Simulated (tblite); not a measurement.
# C2H12Si3: the cost of one run

Programs: tblite 0.8.0 and PySCF 2.14.0. All values are calculated, for the isolated system unless a continuum is named. Atoms count from 0, parts from 1.

## (1) Starting point

17 atoms, charge 0, multiplicity 1; geometry: distance geometry start.

## (2) Relaxing the cluster with GFN2-xTB

What the job is given:

```
{"job": {"kind": "relax", "xc": "GFN2-xTB", "basis": "xTB"}, "charge": 0, "multiplicity": 1}
Si     0.504059     0.612701    -0.960056
Si     0.755771     2.519203     0.178632
C      0.494164     1.013567    -2.769790
C      1.893053    -0.507484    -0.607862
Si     1.273843    -2.002122     0.284851
H     -0.707878     0.023244    -0.600744
H      1.818707     3.289269    -0.378727
H     -0.449694     3.257350     0.123065
H      1.081499     2.219743     1.537262
H      0.519588     0.126421    -3.308166
H      1.294791     1.605943    -3.002699
H     -0.388803     1.521866    -3.005583
H      2.356396    -0.764176    -1.469420
H      2.585288    -0.009581     0.020795
H      2.295659    -2.507322     1.148421
H      0.119390    -1.652163     1.043668
H      0.919008    -2.984120    -0.691826
```

Level: GFN2-xTB geometry optimisation, gas phase.

On the command line:

```console
> OMP_NUM_THREADS=1 python cluster_run.py task.json out
```

The driver reads the jobs from task.json and runs them one after another.

Q: Estimate the wall time of this first job on 1 thread of Arm Neoverse V1, shared host.

About 5.5 s.
